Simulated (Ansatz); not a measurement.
Write a Python script for the Ansatz DFT code, driven from Python that makes a ladder of methods at one geometry of H7N2OPSi, SMILES NP(O)N[SiH3]. Settings (for the species named): CAM-B3LYP, cc-pVDZ basis, multiplicity 1. The script varies functional: cam_b3lyp, pbe, revpbe, pbe0, lc_wpbe, r2scan.

```yaml
atoms:
  - { symbol: N, position_ang: [0.1276, 0.9958, 1.4580] }
  - { symbol: P, position_ang: [-1.0756, -0.0810, 0.9663] }
  - { symbol: O, position_ang: [-0.2497, -1.3566, 1.3902] }
  - { symbol: N, position_ang: [-0.8956, -0.2639, -0.6825] }
  - { symbol: Si, position_ang: [0.4406, -0.1258, -1.6031] }
  - { symbol: H, position_ang: [-0.0326, 1.2588, 2.4395] }
  - { symbol: H, position_ang: [-0.0831, 1.9355, 0.9910] }
  - { symbol: H, position_ang: [0.7495, -1.0434, 1.5084] }
  - { symbol: H, position_ang: [-1.4124, -1.1339, -0.8919] }
  - { symbol: H, position_ang: [0.9010, 1.2933, -1.5480] }
  - { symbol: H, position_ang: [1.4739, -1.0287, -1.0349] }
  - { symbol: H, position_ang: [0.1334, -0.5052, -2.9590] }
```

The script, `methods_h7n2opsi.py`:
```python
'''One geometry of H7N2OPSi, method by method.'''

from pathlib import Path

import ansatz as az
from ase import Atoms
import numpy as np


def main() -> None:
    atoms = Atoms(['N', 'P', 'O', 'N', 'Si', 'H', 'H', 'H', 'H', 'H', 'H', 'H'], positions=[
        (0.1276, 0.9958, 1.458),
        (-1.0756, -0.081, 0.9663),
        (-0.2497, -1.3566, 1.3902),
        (-0.8956, -0.2639, -0.6825),
        (0.4406, -0.1258, -1.6031),
        (-0.0326, 1.2588, 2.4395),
        (-0.0831, 1.9355, 0.991),
        (0.7495, -1.0434, 1.5084),
        (-1.4124, -1.1339, -0.8919),
        (0.901, 1.2933, -1.548),
        (1.4739, -1.0287, -1.0349),
        (0.1334, -0.5052, -2.959),
    ])
    system = az.Crystal.molecule_from_ase(atoms)

    setup = system.calculation().basis(gaussian='cc-pVDZ')

    print('functional    E (Ha)        dipole (D)   HOMO (eV)  LUMO (eV)')
    for name in ['cam_b3lyp', 'pbe', 'revpbe', 'pbe0', 'lc_wpbe', 'r2scan']:
        summary = setup.functional(name).forces().orbitals().run(threads=1, runs_dir='runs').report
        lines = Path(summary['orbitals_path']).read_text().splitlines()
        field_of = lambda key: [line.split('=')[1].strip() for line in lines if line.startswith(key)]
        orbitals = [(27.211386 * float(e), s, float(n)) for e, s, n in zip(field_of('Ene='), field_of('Spin='), field_of('Occup='))]
        homo = max(e for e, _, n in orbitals if n > 0.5)
        lumo = min(e for e, _, n in orbitals if n < 0.5)
        dipole = 4.803205 * np.linalg.norm(summary['charge_distribution']['dipole_moment_e_ang'])
        print(f'{name:10s} {summary["free_energy_ev"] / 27.211386246:14.6f} {dipole:9.3f} {homo:11.3f} {lumo:10.3f}')


if __name__ == '__main__':
    main()
```

```console
$ python methods_h7n2opsi.py
functional    E (Ha)        dipole (D)   HOMO (eV)  LUMO (eV)
cam_b3lyp     -819.716514     1.644      -7.538      1.828
pbe           -819.249052     1.628      -5.014     -0.074
revpbe        -819.584812     1.608      -4.976      0.028
pbe0          -819.323872     1.662      -6.232      0.828
lc_wpbe       -819.476286     1.648      -8.876      3.137
r2scan        -819.632189     1.654      -5.257      0.305
```

Caveats:
- Total energies depend on the basis set; only differences at equal settings carry meaning.
- The geometry is a force-field or estimated start, not a minimum of this method, and the basis set is short of its limit. A lower total doesn't mark the better method: functionals have no common bound, and MP2 and coupled cluster aren't variational.
- Levels such as HOMO and LUMO are orbital energies: with these approximate functionals they aren't the ionisation energy and electron affinity, and their gap isn't the fundamental gap.
- For Al to Cl the sets with a tight d function, cc-pV(X+d)Z, are usual.
- Run time: 42 s on 1 thread of Arm Neoverse V1, on a shared host, peak memory 0.36 GiB.
